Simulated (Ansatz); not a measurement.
# ClH2Sb, SMILES [Cl][SbH2]: a relaxed scan of one distance

Program: the Ansatz DFT code, driven from Python.

The script, `relaxed_scan.py`:
```python
# -*- coding: utf-8 -*-
"""One bond of ClH2Sb held at set lengths while the rest relaxes."""

import ansatz as az
import numpy as np


def main():
    geometry_ang = [
        ("Cl", [-1.7638, 0.2495, -0.5986]),
        ("Sb", [0.5196, -0.2768, -0.5998]),
        ("H", [0.304, -1.2172, 0.861]),
        ("H", [0.9958, 1.1842, 0.3171]),
    ]
    clh2sb = az.Crystal.molecule()
    for symbol, xyz in geometry_ang:
        clh2sb = clh2sb.atom(symbol, xyz)

    setup = (
        clh2sb.calculation()
        .basis(gaussian="def2-SVP")
        .functional("hf")
    )
    symbols = [site.symbol for site in clh2sb.cartesian_sites]
    pairs = [(0, 1), (1, 2), (1, 3)]
    print("held (A)   E (eV)        ", "  ".join(f"{symbols[i]}{i}-{symbols[j]}{j}" for i, j in pairs))
    for length in [1.61, 1.75, 1.89, 2.1, 2.36]:
        report = setup.relax(constraints=[az.DistanceConstraint((1, 2), at=length)], force_tolerance=0.02, max_steps=60).run().report
        xyz = np.array(report["positions_ang"])
        print(f"{length:6.2f} {report['free_energy_ev']:14.5f}  ", "  ".join(f"{np.linalg.norm(xyz[i] - xyz[j]):.3f}" for i, j in pairs))


if __name__ == "__main__":
    main()
```

`python relaxed_scan.py` gives:
```text
held (A)   E (eV)         Cl0-Sb1  Sb1-H2  Sb1-H3
DeckWarning: relax.constraints: the input's atoms, or those drawn, lie off the distances that are held; a relaxation that starts there is brought onto them ahead of its first SCF, by positions alone, an atom by 7.03e-2 Å at the most. With the symmetry detection on, the symmetry is detected on the input's atoms as so brought (as typed, where only the drawn atoms reach the distances), and notices that speak of the structure as typed mean those atoms
  1.61   -19042.07496   2.389  1.610  1.700
  1.75   -19042.12895   2.387  1.750  1.700
  1.89   -19041.92358   2.384  1.890  1.699
  2.10   -19041.37517   2.379  2.100  1.699
  2.36   -19040.55977   2.374  2.360  1.699
```
(Warnings from the package without file and line, repeats left out.)

Caveats:
- These settings explore the input space; basis and method may be short of convergence.
- The energies are electronic: no zero-point or thermal terms, and the basis set is short of its limit.
- def2 sets replace the cores of elements past krypton by effective core potentials.
- Run time: 31 s on 1 thread of AMD EPYC 7R43 64-Core Processor (Zen 3), on a shared host, peak memory 0.19 GiB.
